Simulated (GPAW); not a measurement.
Set up this calculation in GPAW 26.7.0, as an ASE script.

- Task: equation of state
- Functional: PBE
- Potentials or basis: GPAW PAW data sets (gpaw-data 1.2.1)
- Cutoff: 600 eV
- Basis: pw
- k mesh: 7 × 7 × 6
- Occupations: fermi-dirac, width 0.05 eV
- Spin: no spin polarisation
- Maxiter: 150
- Eos scales: [0.94, 0.96, 0.98, 1.0, 1.02, 1.04, 1.06]

The system is NbTe.

```xyz
2
Lattice="3.7030 0.0000 0.0000 -1.8515 3.2069 0.0000 0.0000 0.0000 3.6942" Properties=species:S:1:pos:R:3 pbc="T T T"
Te    1.8515    1.0690    0.0000
Nb    0.0000    0.0000    1.8471
```

The cell comes from a database or a generator and needn't be the stable form of this composition.

These files were run (other wordings do the same):

run.py

```python
from ase import Atoms
from ase.eos import EquationOfState
from ase.io import Trajectory
from ase.units import GPa
from gpaw import GPAW, PW

atoms = Atoms(['Te', 'Nb'],
              cell=[[3.7029743866, 0.0, 0.0],
                    [-1.8514871933, 3.2068698884, 0.0],
                    [0.0, 0.0, 3.694211]],
              scaled_positions=[[0.6666666667, 0.3333333333, 0.0],
                                [0.0, 0.0, 0.5]],
              pbc=True)

traj = Trajectory('eos.traj', 'w')
volumes, energies = [], []
for x in [0.94, 0.96, 0.98, 1.0, 1.02, 1.04, 1.06]:
    a = atoms.copy()
    a.set_cell(atoms.cell * x**(1 / 3), scale_atoms=True)
    calc = GPAW(mode=PW(600),
                xc='PBE',
                kpts={'size': (7, 7, 6), 'gamma': True},
                occupations={'name': 'fermi-dirac', 'width': 0.05},
                nbands=20,
                convergence={'density': 1e-05, 'energy': 1e-05},
                maxiter=150,
                txt=f'eos-{x:.2f}.txt')
    a.calc = calc
    energies.append(a.get_potential_energy(force_consistent=True))
    volumes.append(a.get_volume())
    p = -a.get_stress()[:3].mean() / GPa
    calc.write(f'eos-{x:.2f}.gpw')
    traj.write(a)
    print(f'{x:.2f} {volumes[-1]:10.4f} A^3 {energies[-1]:14.6f} eV {p:9.3f} GPa', flush=True)

v0, e0, B = EquationOfState(volumes, energies, eos='birchmurnaghan').fit()
print(f'V0 = {v0:.4f} A^3, E0 = {e0:.6f} eV, B0 = {B / GPa:.2f} GPa')
```

Potentials or basis: GPAW PAW data sets (gpaw-data 1.2.1), pw.

Run with:

```console
$ OMP_NUM_THREADS=1 python run.py
```

Results of the run:

* Equilibrium volume: 21.66 Å³/atom
* Bulk modulus at fixed shape and positions: 123 GPa
* Pressure derivative of the bulk modulus: 4.7

Caveat: the cell was scaled at fixed shape and fractional positions, which overstates the stiffness of a crystal with free parameters, most of all of layers and chains.

Wall time 2.2 min on 1 thread of Arm Neoverse V1, on a shared host, peak memory 0.24 GiB.
